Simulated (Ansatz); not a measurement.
# CH5FO2Si: small, medium and large basis sets

How large a basis does CH5FO2Si need? Two functionals and correlated methods are run in growing sets.

Method: one geometry, several basis sets; program: Ansatz 0.2.0, Gaussian basis.

Plan: PBE0-D4/def2-SVP; ωB97M-V/def2-SVP; PBE0-D4/def2-QZVPP; ωB97M-V/def2-QZVPP; CCSD(T)/cc-pV(D+d)Z; CCSD(T)/cc-pV(T+d)Z; CCSD(T)/cc-pV(Q+d)Z; the functionals' def2-TZVPP values are taken from earlier runs.

## Step 1: Structure used throughout

The geometry comes from an earlier relaxation with PBE0-D4 in a triple-zeta def2 set; it is a stationary point, not always the lowest conformer.

SMILES `C[Si](O)(O)F`, 10 atoms, charge 0, spin multiplicity 1.

Atoms are counted from 1 here; the program's logs count them from 0.

Bond lengths: C1–Si2 1.839 Å, C1–H6 1.092 Å, C1–H7 1.092 Å, C1–H8 1.092 Å, Si2–O3 1.625 Å, Si2–O4 1.636 Å, Si2–F5 1.601 Å, O3–H9 0.958 Å, O4–H10 0.958 Å. Angles: Si2–C1–H6 110.5°, Si2–C1–H7 110.5°, Si2–C1–H8 111.0°, H6–C1–H7 108.3°, H6–C1–H8 108.2°, H7–C1–H8 108.4°, C1–Si2–O3 108.4°, C1–Si2–O4 114.9°, C1–Si2–F5 108.4°, O3–Si2–O4 108.0°, O3–Si2–F5 110.7°, O4–Si2–F5 106.5°, Si2–O3–H9 117.8°, Si2–O4–H10 118.0°.

## Step 2: PBE0-D4 in def2-SVP

in.yaml reads:

```yaml
crystal:
  periodic: [false, false, false]
  atoms:
    - {symbol: C, position_ang: [-1.006956, 0.446890, -0.840675]}
    - {symbol: Si, position_ang: [0.347490, 0.021935, 0.328143]}
    - {symbol: O, position_ang: [-0.317427, -0.419153, 1.744183]}
    - {symbol: O, position_ang: [1.330744, -1.187389, -0.168211]}
    - {symbol: F, position_ang: [1.274476, 1.313590, 0.517559]}
    - {symbol: H, position_ang: [-1.643641, 1.228872, -0.421422]}
    - {symbol: H, position_ang: [-1.627054, -0.429035, -1.040732]}
    - {symbol: H, position_ang: [-0.605045, 0.807777, -1.789902]}
    - {symbol: H, position_ang: [0.238814, -0.877270, 2.375961]}
    - {symbol: H, position_ang: [2.091800, -0.957218, -0.702007]}
basis:
  gaussian: {orbitals: def2-SVP}
hamiltonian: {xc: pbe0, dispersion: d4}
output: {orbitals: {seedname: orbitals}}
```

Run with:

```sh
$ ansatz run in.yaml --threads 2 --pin off --events-out ev --progress --plain --max-ram 22528MiB --backend cpu
```

Further steps of the session: ωB97M-V in def2-SVP; PBE0-D4 in def2-QZVPP; ωB97M-V in def2-QZVPP; CCSD(T) in cc-pV(D+d)Z; CCSD(T) in cc-pV(T+d)Z; CCSD(T) in cc-pV(Q+d)Z.

**Question.** What will the summary of the whole plan be? Wanted: MP2 correlation recovered, cc-pV(D+d)Z; MP2 correlation recovered, cc-pV(T+d)Z; MP2 correlation recovered, cc-pV(Q+d)Z; CCSD(T) limit from def2 sets; PBE0-D4: double and triple zeta above quadruple; ωB97M-V: double and triple zeta above quadruple.

The runs gave:

| quantity | value |
| --- | --- |
| MP2 correlation recovered, cc-pV(D+d)Z | 68.2 % |
| MP2 correlation recovered, cc-pV(T+d)Z | 87.7 % |
| MP2 correlation recovered, cc-pV(Q+d)Z | 94.9 % |
| CCSD(T) limit from def2 sets (earlier runs) less the limit of this series | 5 meV |
| PBE0-D4: double and triple zeta above quadruple | 13.86, 0.75 eV |
| ωB97M-V: double and triple zeta above quadruple | 14.07, 0.71 eV |

PBE0-D4 gains 13.11 eV from double to triple zeta, then 0.75 eV more. In cc-pV(D+d)Z MP2 holds 68 % of its limit, in cc-pV(Q+d)Z 95 %, while Hartree-Fock is within 0.243 eV in the largest set. A limit from the def2 sets, made apart, differs by 5 meV, a least measure of the doubt on such a limit. Total energies overstate the basis error of differences, where much of it tends to cancel. The LUMO of ωB97M-V is positive and keeps falling with the basis (2.90 to 1.37 eV): an unbound level that the basis holds in place.
